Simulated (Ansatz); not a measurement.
CH4BrISi, SMILES BrC[SiH2]I, a ladder of methods at one geometry

Computed with Ansatz 0.2.0, Python API.

Contents of `ch4brisi.xyz`:
```text
8

Br   -0.43230    2.30950    0.53970
C    -0.79600    0.43480    0.33290
Si    0.68050   -0.38330   -0.32250
I     0.34490   -2.78170   -0.53880
H    -1.08180    0.07640    1.30860
H    -1.65110    0.36000   -0.33800
H     1.89420   -0.22130    0.61840
H     1.13380    0.14850   -1.65620
```

The cells in order, each with its output:

In [1]:
```python
import warnings

import ansatz
```

In [2]:
```python
warnings.simplefilter("ignore", ansatz.DeckWarning)
```

In [3]:
```python
system = ansatz.Crystal.molecule_from_extxyz("ch4brisi.xyz")
```

In [4]:
```python
calc = system.calculation().basis(gaussian="def2-SVP")
```

In [5]:
```python
methods = ["mp2", "ccsd", "ccsd_t"]
reports = [calc.correlation(m).run(threads=1, pin="off").report for m in methods]
print(f"Hartree-Fock reference {reports[0]['reference_energy_ev'] / 27.211386246:.6f} Ha")
best = reports[-1]["free_energy_ev"] - reports[-1]["reference_energy_ev"]
for method, each in zip(methods, reports):
    gained = each["free_energy_ev"] - each["reference_energy_ev"]
    print(f"{method:8s} total {each['free_energy_ev'] / 27.211386246:.6f} Ha  correlation {gained:9.4f} eV  ({100 * gained / best:.1f} % of the last)")
```
```text
Hartree-Fock reference -3197.798111 Ha
mp2      total -3198.387465 Ha  correlation  -16.0371 eV  (91.8 % of the last)
ccsd     total -3198.424120 Ha  correlation  -17.0346 eV  (97.5 % of the last)
ccsd_t   total -3198.440406 Ha  correlation  -17.4777 eV  (100.0 % of the last)
```

Reading the output:
- Total energies depend on the basis set; only differences at equal settings carry meaning.
- The geometry is a force-field or estimated start, not a minimum of this method, and the basis set is short of its limit. A lower total doesn't mark the better method: functionals have no common bound, and MP2 and coupled cluster aren't variational.
- def2 sets replace the cores of elements past krypton by effective core potentials.
- Inner cores stay frozen; a filled d shell under the valence of the heavier atoms is correlated with it.
- Hardware and time: 86 s on 1 thread of Arm Neoverse N1, with other jobs on the host, peak memory 0.6 GiB.
